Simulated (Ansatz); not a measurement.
# Ti3O4: the cost of one run

Computed with Ansatz 0.2.0 (DFT PBEsol, scalar-relativistic, plane waves, PAW, unless a step's input says otherwise).

## (1) Starting point

The structure is tetragonal, space group I4/mmm (No. 139). The conventional cell has a = 4.100 Å, b = 4.100 Å, c = 8.098 Å, α = 90.00°, β = 90.00°, γ = 90.00°. Around Ti (site symmetry -4m2) lie 6 O at 2.02 to 2.05 Å. Around Ti (site symmetry 4/mmm) lie 6 O at 2.05 to 2.08 Å. Around O (site symmetry mmm) lie 4 Ti at 2.02 to 2.05 Å. O (site symmetry 4mm) has 5 Ti at 2.05 to 2.08 Å as nearest neighbours.

Coordinates:

```xyz
7
Lattice="-2.0500 2.0500 4.0489 2.0500 -2.0500 4.0489 2.0500 2.0500 -4.0489" Properties=species:S:1:pos:R:3 pbc="T T T"
Ti    2.0500    0.0000    2.0244
Ti    0.0000    0.0000    4.0489
Ti    0.0000    2.0500    2.0244
O     2.0500    0.0000    0.0000
O     0.0000    0.0000    1.9653
O     0.0000    2.0500    0.0000
O     0.0000    0.0000    6.1325
```

It goes back to an entry of the Materials Project, which need not be the stable form.

This cell was relaxed beforehand with the same method: volume 9.72 Å³/atom, gap on the mesh none (metal).

## (2) The cell scaled to 0.97 of its volume

Input file input.yaml:

```yaml
crystal:
  lattice:
    - [-2.0293278124, 2.0293278124, 4.0079708173]
    - [2.0293278124, -2.0293278124, 4.0079708173]
    - [2.0293278124, 2.0293278124, -4.0079708173]
  atoms:
    - { symbol: Ti, position: [0.25, 0.75, 0.5] }
    - { symbol: Ti, position: [0.5, 0.5, 0.0] }
    - { symbol: Ti, position: [0.75, 0.25, 0.5] }
    - { symbol: O, position: [0.0, 0.5, 0.5] }
    - { symbol: O, position: [0.2426947642, 0.2426947642, 0.0] }
    - { symbol: O, position: [0.5, 0.0, 0.5] }
    - { symbol: O, position: [0.7573052358, 0.7573052358, 0.0] }
basis:
  ecutwfc: 420
kpoints:
  mp_grid: { grid: [12, 12, 12] }
hamiltonian:
  xc: pbesol
scf:
  occupations: { method: gaussian, width: 0.1 }
output:
  forces: true
  stress: true
  eigenvalues: true
relax:
  adjacent_minimum: "off"
  f_tol: 0.01
  max_steps: 30
  cell: { stress_tol: 0.1, fix: [volume] }
```

Started as:

```
$ ansatz run input.yaml --threads 2 --pin off --max-ram 5120MiB --backend cpu --events-out ev --progress --plain --runs-dir out
```

**Question.** How long does this run take on 2 threads of Intel Xeon Platinum 8488C (Sapphire Rapids), shared host, and how much memory does it need?

About 37 s, with a peak of 0.65 GiB.
